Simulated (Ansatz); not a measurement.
# ZrIn: the cost of one run

Computed with Ansatz 0.2.0 (DFT, LDA, PAW with Ansatz's default frozen-core files, scalar-relativistic, unless a step's input says otherwise).

**1. The system as given**

The structure is tetragonal, space group P4/mmm (No. 123). The conventional cell has a = 3.141 Å, b = 3.141 Å, c = 4.454 Å, α = 90.00°, β = 90.00°, γ = 90.00°. Around Zr (site symmetry 4/mmm) lie 4 Zr at 3.14 Å and 8 In at 3.15 Å. In (site symmetry 4/mmm) has 4 In at 3.14 Å and 8 Zr at 3.15 Å as nearest neighbours.

Coordinates:

```
Zr In
1.0
     3.14065    0.00000    0.00000
     0.00000    3.14065    0.00000
     0.00000    0.00000    4.45410
Zr In
1 1
Direct
  0.00000 0.00000 0.00000
  0.50000 0.50000 0.50000
```

Whether this phase is the stable one at these pressures isn't tested.

Atoms are numbered in the order of the input: Zr1, In2.

**2. Shape and atoms relaxed at the given volume, PAW**

Contents of input.yaml:

```yaml
crystal:
  lattice:
    - [3.14064916, 0.0, 0.0]
    - [0.0, 3.14064916, 0.0]
    - [0.0, 0.0, 4.45410072]
  atoms:
    - { symbol: Zr, position: [0.0, 0.0, 0.0] }
    - { symbol: In, position: [0.5, 0.5, 0.5] }
kpoints:
  mp_grid: { grid: [12, 12, 8] }
scf:
  occupations: { method: fermi_dirac, width: 0.05 }
hamiltonian:
  xc: lda
  pseudopotentials: { kind: paw }
output:
  forces: true
  stress: true
relax:
  f_tol: 0.01
  max_steps: 30
  cell: { stress_tol: 0.05, fix: [volume] }
```

On the command line:

```console
$ ansatz run input.yaml --threads 1 --pin off --max-ram 2048MiB --backend cpu --events-out ev --progress --plain --runs-dir out
```

Q: Estimate wall time and peak memory on 1 thread of Intel Xeon Platinum 8488C (Sapphire Rapids), shared host.

About 9.8 s, with a peak of 0.47 GiB.
